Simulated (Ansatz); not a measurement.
**Arsenic, beta-Sn type under BLYP: ground state and equation of state**

The plan for arsenic in the beta-Sn type structure: relax it, solve it on a dense k-mesh, then scale the cell to 7 volumes from 88 to 112 % of the relaxed one and try a fit of the equation of state. Spin polarisation is left out. The k-meshes are 13×13×9 for the relaxation; 18×18×14 for the dense run; 12×12×10 for the volumes.

Computed with Ansatz 0.2.0 (DFT BLYP, plane waves (420 eV) with PAW, scalar-relativistic; the PAW data stem from PBE, with regenerated cores, unless a step says otherwise).

## (1) The structure to begin with

It takes space group I4_1/amd (No. 141, tetragonal). The conventional cell has a = 5.202 Å, b = 5.202 Å, c = 2.840 Å, α = 90.00°, β = 90.00°, γ = 90.00°. As (site symmetry -4m2) has 6 As at 2.70 to 2.84 Å as nearest neighbours.

Coordinates:

```
CELL_PARAMETERS angstrom
-2.60104 2.60104 1.42017
2.60104 -2.60104 1.42017
2.60104 2.60104 -1.42017
ATOMIC_POSITIONS crystal
As 0.00000 0.00000 0.00000
As 0.75000 0.25000 0.50000
```

## (2) Relaxation of the cell

Input file input.yaml:

```yaml
crystal:
  lattice:
    - [-2.601037212, 2.601037212, 1.4201663178]
    - [2.601037212, -2.601037212, 1.4201663178]
    - [2.601037212, 2.601037212, -1.4201663178]
  atoms:
    - { symbol: As, position: [0.0, 0.0, 0.0] }
    - { symbol: As, position: [0.75, 0.25, 0.5] }
hamiltonian:
  xc: blyp
  pseudopotentials:
    kind: paw
    azcp:
      As: "pseudopotentials/As.paw.azcp"
basis:
  ecutwfc: 420
  fft_grid_basis: typed
kpoints:
  mp_grid: { grid: [13, 13, 9], shift: [0, 0, 0] }
magnetization:
  spin_polarized: false
scf:
  occupations: { method: fermi_dirac, width: 0.1 }
relax:
  max_steps: 60
  f_tol: 0.01
  cell: {}
```

Started as:

```sh
$ ansatz run input.yaml --threads 2 --pin off --max-ram 5120MiB --backend cpu --events-out ev --progress --plain --runs-dir out
```

Further steps of the session: The energy on a finer k-mesh; The cell scaled to 88 % of its volume; The cell scaled to 92 % of its volume; The cell scaled to 96 % of its volume; The cell scaled to 100 % of its volume; The cell scaled to 104 % of its volume; The cell scaled to 108 % of its volume; The cell scaled to 112 % of its volume.

Q: Predict the outcome of this session. Wanted: space group; conventional cell; volume; shortest distance; gap on the mesh; relative to grey arsenic; V₀, B₀, B₀′.

As calculated:

| quantity | value |
| --- | --- |
| space group (spins left aside) | Cmcm (No. 63) |
| conventional cell | a = 2.928 Å, b = 17.157 Å, c = 3.670 Å |
| volume | 46.103 Å³/atom |
| shortest distance | 2.512 Å |
| gap on the mesh | none (levels filled in part) |
| relative to grey arsenic (A7) | +153 meV/atom |
| V₀, B₀, B₀′ | 46.196 Å³/atom, 28 GPa, 4.2 |

What this shows: The relaxation enlarged the cell by 139.9 % in volume. What began as beta-Sn type has relaxed into Cmcm. What follows belongs to that structure, not to the type named at the start. The mesh has less symmetry than the lattice, which may have let the distortion in. Against the reference form of arsenic (grey arsenic (A7), computed apart with the same settings) it stands 153 meV/atom higher. No gap shows: it is a metal or semimetal at this level. B₀ comes out at 28 GPa; letting shape and positions relax at each volume could only lower it.
